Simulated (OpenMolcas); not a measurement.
# Os⁶⁺ with 6 ligands (fluoride): CASSCF and CASPT2 levels and susceptibility

Which state of Os⁶⁺ lies lowest among these ligands, how large is the field, and what χT follows?

Program: OpenMolcas 26.06. Level of theory: state-averaged CASSCF and CASPT2, spin-orbit coupling by RASSI with atomic mean-field integrals. These are calculated values, not measurements, unless marked.

### 1 The atom as given

- Species: Os⁶⁺ (osmium, Z = 76, 70 electrons)
- Basis: ANO-RCC-VDZP [7s6p4d2f1g], 152 functions with the ligands
- Scalar Hamiltonian: DKH2, point nucleus
- Inactive shells: 1s 2s 2p 3s 3p 3d 4s 4p 4d 4f 5s 5p of the metal, and all ligand shells
- Active space: 2 electrons in 5 orbitals (5d)
- Some configurations of this space: 5d2
- Orbitals: optimised for each spin and parity, averaged over all roots

The outer shells:

5d2
```
5d [↑ ][↑ ][  ][  ][  ]
```

Os⁶⁺ is taken with 6 ligands (fluoride) in tetragonal octahedron coordination (D4h) at 1.79 Å, the axial distance 1.969 Å. Ligand basis ANO-RCC-VDZP. The distances are assumed, not relaxed.

```xyz
7

Os    0.0000    0.0000    0.0000
F     1.7900    0.0000    0.0000
F     0.0000    1.7900    0.0000
F    -1.7900    0.0000    0.0000
F     0.0000   -1.7900    0.0000
F     0.0000    0.0000    1.9690
F     0.0000    0.0000   -1.9690
```

Each step is its own input file, run in one work folder so that later steps find the files of earlier ones. Labels, J, g values, rates, χT and fits are worked out afterwards by a script from the matrices that RASSI stores.

### 2 One- and two-electron integrals

The input, a.inp:

```
&GATEWAY
Coord
7

Os 0.0 0.0 0.0
F 1.790000 0.000000 0.000000
F 0.000000 1.790000 0.000000
F -1.790000 0.000000 0.000000
F 0.000000 -1.790000 0.000000
F 0.000000 0.000000 1.969000
F 0.000000 0.000000 -1.969000
Basis=Os.ANO-RCC-VDZP,F.ANO-RCC-VDZP
Group=XYZ
NoMove
AngMom=0.0 0.0 0.0
AMFI
RICD
&SEWARD
```

Launch:

```bash
$ OMP_NUM_THREADS=1 MOLCAS_MEM=2457 MOLCAS_PROJECT=a pymolcas a.inp > a.log
```

Standard output:

```text
Basis set label: OS.ANO-RCC...7S6P4D2F1G.

      Electronic valence basis set:
      ------------------
      Associated Effective Charge  76.000000 au
      Associated Actual Charge     76.000000 au
      Nuclear Model: Point charge

      Shell  nPrim  nBasis  Cartesian Spherical Contaminant
         s      24       7        X
         p      21       6        X
         d      15       4                 X
         f      11       2                 X
         g       4       1                 X
                  Relativistic Douglas-Kroll-Hess integrals:
                    - DKH order of Hamiltonian: 2
                    - DKH order of Properties : 0
                  Atomic mean-field integrals
```

### 3 Reference wave functions, triplets of even parity, 10 roots

The input, a.inp:

```
&RASSCF
FileOrb=start.orb
Symmetry=1
Spin=3
nActEl=2 0 0
Inactive=30 34
Ras2=5 0
CIRoot=10 10 1
SDav=10
CIMx=300
Iter=150 100
PrWF=0.3
OrbListing=Nothing
MaxOrb=0
LevShft=1.0
>>> COPY $Project.JobIph JOB001
```

Launch:

```bash
$ OMP_NUM_THREADS=1 MOLCAS_MEM=2457 MOLCAS_PROJECT=a pymolcas a.inp > a.log
```

start.orb holds start orbitals that the driver prepared beforehand, or those of the step before.

Standard output (excerpt; [...] marks lines left out):

```text
[...]
      Number of active orbitals                  5
[...]
      Spin quantum number                      1.0
[...]
      Active orbitals                            5   0
[...]
      Number of CSFs                            10
      Number of root(s) required                10
[...]
      Convergence after 17 iterations
[...]
      Natural orbitals and occupation numbers for root  1
      sym 1:   0.997442   0.002558  -0.000000   0.997442   0.002558
      Natural orbitals and occupation numbers for root  2
      sym 1:   0.995081   0.995081  -0.000000   0.004919   0.004919
      Natural orbitals and occupation numbers for root  3
      sym 1:   0.995081   0.004919   0.004919   0.995081  -0.000000
::    RASSCF root number  1 Total energy: -17834.82242017
::    RASSCF root number  2 Total energy: -17834.80603277
::    RASSCF root number  3 Total energy: -17834.80603277
[...]
::    RASSCF root number  7 Total energy: -17834.56697798
::    RASSCF root number  8 Total energy: -17834.56697798
::    RASSCF root number  9 Total energy: -17834.53284930
::    RASSCF root number 10 Total energy: -17834.41446849
```

### 4 CASSCF: singlets of even parity, 15 roots

The input, a.inp:

```
&RASSCF
FileOrb=start.orb
Symmetry=1
Spin=1
nActEl=2 0 0
Inactive=30 34
Ras2=5 0
CIRoot=15 15 1
SDav=15
CIMx=300
Iter=150 100
PrWF=0.3
OrbListing=Nothing
MaxOrb=0
LevShft=1.0
>>> COPY $Project.JobIph JOB002
```

Standard output (excerpt; [...] marks lines left out):

```text
[...]
      Number of active orbitals                  5
[...]
      Spin quantum number                      0.0
[...]
      Active orbitals                            5   0
[...]
      Number of CSFs                            15
      Number of root(s) required                15
[...]
      Convergence after 12 iterations
[...]
      Natural orbitals and occupation numbers for root  1
      sym 1:  -0.000000   0.996905   0.003095   0.996905   0.003095
      Natural orbitals and occupation numbers for root  2
      sym 1:   0.000502   0.999498   0.000502   0.999498   0.000000
      Natural orbitals and occupation numbers for root  3
      sym 1:   0.000000   0.001179   0.001179   0.998821   0.998821
::    RASSCF root number  1 Total energy: -17834.78593749
::    RASSCF root number  2 Total energy: -17834.77387442
::    RASSCF root number  3 Total energy: -17834.76837082
[...]
::    RASSCF root number 12 Total energy: -17834.51260799
::    RASSCF root number 13 Total energy: -17834.39751819
::    RASSCF root number 14 Total energy: -17834.36902682
::    RASSCF root number 15 Total energy: -17834.26143195
```

### 5 RASSI: spin-orbit coupling between the states

The input, a.inp:

```
&RASSI
NrOfJobIphs=2 10 15
1 2 3 4 5 6 7 8 9 10
1 2 3 4 5 6 7 8 9 10 11 12 13 14 15
IphNames
JOB001
JOB002
EJob
SpinOrbit
DIPRint=1.0
SOCoupling=1000.0
Subsets=2
Property=9
'ANGMOM' 1 'ANGMOM' 2 'ANGMOM' 3 'MLTPL  1' 1 'MLTPL  1' 2 'MLTPL  1' 3
'AMFI' 1 'AMFI' 2 'AMFI' 3
SOProperty=3
'ANGMOM' 1 'ANGMOM' 2 'ANGMOM' 3
```

Standard output (excerpt; [...] marks lines left out):

```text
SPIN-FREE ENERGIES:
  (Shifted by EMIN (a.u.) =     -17834.8224201664)
 SF State       Relative EMIN(au)   Rel lowest level(eV)    D:o, cm**(-1)
     1             0.0000000000        0.0000000000              0.0000
     2             0.0163873929        0.4459236786           3596.6170
     3             0.0163873929        0.4459236786           3596.6170
    11             0.0364826755        0.9927441746           8007.0218
    12             0.0485457420        1.3209969369          10654.5588
    13             0.0540493460        1.4707576290          11862.4603
    14             0.0540493460        1.4707576290          11862.4603
    15             0.0607299271        1.6525455041          13328.6784
    16             0.1092873357        2.9738599033          23985.7977
     4             0.1820496861        4.9538243237          39955.2877
[...]
Eigenvalues of complex Hamiltonian:
   -----------------------------------
  (Shifted by EMIN (a.u.) =     -17834.8224201664)
 SO State       Relative EMIN(au)   Rel lowest level(eV)    D:o, cm**(-1)
     1            -0.0124978653        0.0000000000              0.0000
     2            -0.0099318016        0.0698261497            563.1859
     3            -0.0099318016        0.0698261499            563.1859
     4            -0.0012129220        0.3070789490           2476.7588
     5            -0.0011104569        0.3098671685           2499.2473
     6             0.0180406067        0.8309941556           6702.4199
     7             0.0180406067        0.8309941557           6702.4199
     8             0.0236333155        0.9831795160           7929.8776
     9             0.0238055712        0.9878668307           7967.6833
    10             0.0378513447        1.3700717995          11050.3743
    11             0.0498886923        1.6976247157          13692.2667
[...]
```

These steps: 31 s of run time, 1 thread of Arm Neoverse V1, shared host.

States without spin-orbit coupling:

```
  state  degeneracy  E (cm-1)
triplet           1         0
     3E           2      3597
singlet           1      8007
    1B1           1     10655
     1E           2     11862
    1A1           1     13329
singlet           1     23986
triplet           1     39955
triplet           2     42371
singlet           1     47374
singlet           2     48894
triplet           2     56063
singlet           2     62762
triplet           1     63553
singlet           1     67996
triplet           1     89535
singlet           1     93255
singlet           1     99508
singlet           1    123123
```

With spin-orbit coupling:

| E (cm-1) | Degeneracy | Label | 2S+1 | g |
| --- | --- | --- | --- | --- |
| 0.0 | 1 |  | 3 |  |
| 563.2 | 2 |  | 3 | 0.00 0.00 2.73 |
| 2477 | 1 |  | 3 |  |
| 2499 | 1 |  | 3 |  |
| 6702 | 2 |  | 3 | 0.00 0.00 0.40 |
| 7930 | 1 |  | 3 |  |
| 7968 | 1 |  | 3 |  |
| 11050 | 1 |  | 1 |  |
| 13692 | 1 | B1 | 1 |  |
| 14512 | 2 |  | 1 | 0.00 0.00 1.49 |
| 16138 | 1 | A1 | 1 |  |
| 27393 | 1 |  | 1 |  |
| 41782 | 1 |  | 3 |  |
| 42002 | 2 |  | 3 | 0.00 0.00 2.70 |
| 43655 | 1 |  | 3 |  |
| 43945 | 1 |  | 3 |  |
| 45236 | 2 |  | 3 | 0.00 0.00 0.62 |
| 45498 | 1 |  | 3 |  |
| 47894 | 1 |  | 3 |  |
| 51289 | 1 |  | 1 |  |
| 52623 | 2 |  | 1 | 0.00 0.00 0.97 |
| 57825 | 1 |  | 3 |  |
| 57922 | 1 |  | 3 |  |
| 58326 | 2 |  | 3 | 0.00 0.00 0.93 |

Principal g values are given for doublets only; a zero marks a field direction without first-order Zeeman splitting.

Powder χT (cm³ K/mol): 0.00 at 2 K, 0.00 at 5 K, 0.01 at 10 K, 0.01 at 20 K, 0.03 at 50 K, 0.07 at 100 K, 0.10 at 150 K, 0.14 at 200 K, 0.17 at 250 K, 0.20 at 300 K.

The orbitals of the open shell are 61 to 76 % metal; the Mulliken charge of the metal is +2.40 e.

### 6 CASPT2: IPEA 0.25, imaginary shift 0.1 (closed shells correlated: 5s 5p of the metal, with ligand shells; the Frozen line counts the rest)

The input, a.inp:

```
>>> COPY JOB001 $Project.JobIph
&CASPT2
Multistate=10 1 2 3 4 5 6 7 8 9 10
NoMult
Frozen=17 19
IPEA=0.25
Imaginary=0.1
MaxIter=60
WThr=0.0 0.3 0.05
PrWF=0.5
NoMix
>>> COPY JOB002 $Project.JobIph
&CASPT2
Multistate=15 1 2 3 4 5 6 7 8 9 10 11 12 13 14 15
NoMult
Frozen=17 19
IPEA=0.25
Imaginary=0.1
MaxIter=60
WThr=0.0 0.3 0.05
PrWF=0.5
NoMix
```

Standard output:

```text
Orbital specifications:
      -----------------------

      Symmetry species                           1   2
                                                ag  au
      Frozen orbitals                           17  19
      Inactive orbitals                         13  15
      Active orbitals                            5   0
      Secondary orbitals                        43  40
      Deleted orbitals                           0   0
      Number of basis functions                 78  74
Type of calculation                        SS-CASPT2
      Fock operator                              state-specific
      IPEA shift                                 0.25
      Real shift                                 0.00
      Imaginary shift                            0.10
      The input orbitals will be transformed to quasi-canonical
Reference energy:      -17834.8224201664
      E2 (Non-variational):      -1.7423908190
      Shift correction:          -0.0020765374
      E2 (Variational):          -1.7444673563
      Total energy:          -17836.5668875227
      Residual norm:              0.0000000666
      Reference weight:           0.66367
      Contributions to the CASPT2 correlation energy
      Active & Virtual Only:         -0.0023828386
      One Inactive Excited:          -0.1248331535
      Two Inactive Excited:          -1.6151748268
Reference energy:      -17834.8060327735
      E2 (Non-variational):      -1.7447229808
      Shift correction:          -0.0021097872
      E2 (Variational):          -1.7468327680
      Total energy:          -17836.5528655414
      Residual norm:              0.0000002405
      Reference weight:           0.66248
      Contributions to the CASPT2 correlation energy
      Active & Virtual Only:         -0.0025260084
      One Inactive Excited:          -0.1266979044
      Two Inactive Excited:          -1.6154990679
::    CASPT2 Root  1     Total energy: -17836.56688752
::    CASPT2 Root  2     Total energy: -17836.55286554
::    CASPT2 Root  3     Total energy: -17836.55286557
::    CASPT2 Root  4     Total energy: -17836.39202630
::    CASPT2 Root  5     Total energy: -17836.38695291
::    CASPT2 Root  6     Total energy: -17836.38695285
::    CASPT2 Root  7     Total energy: -17836.33350857
::    CASPT2 Root  8     Total energy: -17836.33350874
::    CASPT2 Root  9     Total energy: -17836.30343637
::    CASPT2 Root 10     Total energy: -17836.17660354
Orbital specifications:
      -----------------------

      Symmetry species                           1   2
                                                ag  au
      Frozen orbitals                           17  19
      Inactive orbitals                         13  15
      Active orbitals                            5   0
      Secondary orbitals                        43  40
      Deleted orbitals                           0   0
      Number of basis functions                 78  74
Type of calculation                        SS-CASPT2
      Fock operator                              state-specific
      IPEA shift                                 0.25
      Real shift                                 0.00
      Imaginary shift                            0.10
      The input orbitals will be transformed to quasi-canonical
Reference energy:      -17834.7859374909
      E2 (Non-variational):      -1.7527520548
      Shift correction:          -0.0021438344
      E2 (Variational):          -1.7548958892
      Total energy:          -17836.5408333801
      Residual norm:              0.0000000893
      Reference weight:           0.66061
      Contributions to the CASPT2 correlation energy
      Active & Virtual Only:         -0.0043527455
      One Inactive Excited:          -0.1258815964
      Two Inactive Excited:          -1.6225177128
Reference energy:      -17834.7738744244
      E2 (Non-variational):      -1.7690211587
      Shift correction:          -0.0024545223
      E2 (Variational):          -1.7714756809
      Total energy:          -17836.5453501053
      Residual norm:              0.0000000774
      Reference weight:           0.65157
      Contributions to the CASPT2 correlation energy
      Active & Virtual Only:         -0.0045445829
      One Inactive Excited:          -0.1339202476
      Two Inactive Excited:          -1.6305563282
::    CASPT2 Root  1     Total energy: -17836.54083338
::    CASPT2 Root  2     Total energy: -17836.54535011
::    CASPT2 Root  3     Total energy: -17836.52602946
::    CASPT2 Root  4     Total energy: -17836.52602942
::    CASPT2 Root  5     Total energy: -17836.53336648
::    CASPT2 Root  6     Total energy: -17836.49096330
::    CASPT2 Root  7     Total energy: -17836.37176830
::    CASPT2 Root  8     Total energy: -17836.37043464
::    CASPT2 Root  9     Total energy: -17836.37043456
::    CASPT2 Root 10     Total energy: -17836.31317549
::    CASPT2 Root 11     Total energy: -17836.31317552
::    CASPT2 Root 12     Total energy: -17836.29173676
::    CASPT2 Root 13     Total energy: -17836.17814721
::    CASPT2 Root 14     Total energy: -17836.16010941
::    CASPT2 Root 15     Total energy: -17836.05587450
```

Time for this run: 80 s (1 thread of Arm Neoverse V1, shared host).

SS-CASPT2: lowest energy less the reference's lowest, -1.7445 hartree; reference weights 0.641 to 0.664.

States without spin-orbit coupling:

| state | degeneracy | E (cm-1) |
| --- | --- | --- |
| triplet | 1 | 0 |
| 3E | 2 | 3077 |
| 1B1 | 1 | 4727 |
| singlet | 1 | 5718 |
| 1A1 | 1 | 7357 |
| 1E | 2 | 8967 |
| singlet | 1 | 16663 |
| triplet | 1 | 38378 |
| triplet | 2 | 39491 |
| singlet | 1 | 42824 |
| singlet | 2 | 43116 |
| triplet | 2 | 51221 |
| singlet | 2 | 55683 |
| triplet | 1 | 57821 |
| singlet | 1 | 60389 |
| singlet | 1 | 85319 |
| triplet | 1 | 85657 |
| singlet | 1 | 89277 |
| singlet | 1 | 112154 |

With spin-orbit coupling:

| E (cm-1) | Degeneracy | Label | 2S+1 | g |
| --- | --- | --- | --- | --- |
| 0 | 1 |  | 3 |  |
| 750 | 2 |  | 3 | 0.00 0.00 2.47 |
| 1650 | 1 |  | 3 |  |
| 2140 | 1 |  | 3 |  |
| 6750 | 2 |  | 3 | 0.00 0.00 0.14 |
| 7180 | 1 |  | 3 |  |
| 7920 | 1 |  | 3 |  |
| 9080 | 1 |  | 1 |  |
| 9540 | 1 |  | 1 |  |
| 11090 | 1 | A1 | 1 |  |
| 12290 | 2 |  | 1 | 0.00 0.00 1.50 |
| 21430 | 1 |  | 1 |  |
| 40360 | 1 |  | 3 |  |
| 40570 | 2 |  | 3 | 0.00 0.00 2.12 |
| 41260 | 1 |  | 3 |  |
| 41440 | 1 |  | 3 |  |
| 42490 | 2 |  | 3 | 0.00 0.00 0.53 |
| 42670 | 1 |  | 3 |  |
| 45760 | 1 |  | 3 |  |
| 47670 | 1 |  | 1 |  |
| 48100 | 2 |  | 1 | 0.00 0.00 0.49 |
| 53480 | 1 |  | 3 |  |
| 53690 | 1 |  | 3 |  |
| 53870 | 2 |  | 3 | 0.00 0.00 0.97 |

Powder χT (cm³ K/mol): 0.00 at 2 K, 0.00 at 5 K, 0.00 at 10 K, 0.01 at 20 K, 0.02 at 50 K, 0.04 at 100 K, 0.06 at 150 K, 0.09 at 200 K, 0.11 at 250 K, 0.13 at 300 K.

### 7 The methods side by side

A. CASSCF
B. SS-CASPT2, IPEA 0.25, imaginary shift 0.1 (closed shells correlated: 5s 5p of the metal, with ligand shells; the Frozen line counts the rest)

| method | ground state | first state of that spin (cm-1) | first gap with spin-orbit (cm-1) | χT at 300 K |
| --- | --- | --- | --- | --- |
| A | triplet | 3E 3597 | 563.2 | 0.20 |
| B | triplet | 3E 3077 | 745.8 | 0.13 |

### 8 Results

| quantity | value |
| --- | --- |
| method | SS-CASPT2, IPEA 0.25, imaginary shift 0.1 (closed shells correlated: 5s 5p of the metal, with ligand shells; the Frozen line counts the rest) |
| spin-free ground state | triplet, 1-fold in its orbital part |
| first state of the same spin within the active space | 3E at 3080 cm⁻¹ |
| lowest level | 1-fold |
| next level | 745.8 cm⁻¹ |
| χT at 300 K | 0.13 cm³ K/mol |
| effective moment at 300 K | 1.02 μB |

Cost by method:

```csv
method,time of its own steps,time with the reference
A. CASSCF,31 s,31 s
"B. SS-CASPT2, IPEA 0.25, imaginary shift 0.1, +5s 5p",80 s,1.8 min
```

Times are of one thread on a shared host.

In words: The spin-free ground state (triplet) is 1-fold and keeps the highest spin of the shell. χT at 300 K is 0.13, against 1.00 cm³ K/mol for the spin alone, so spin-orbit coupling lowers it. The bonds are covalent and no ligand orbital is active, so the numbers are rough.
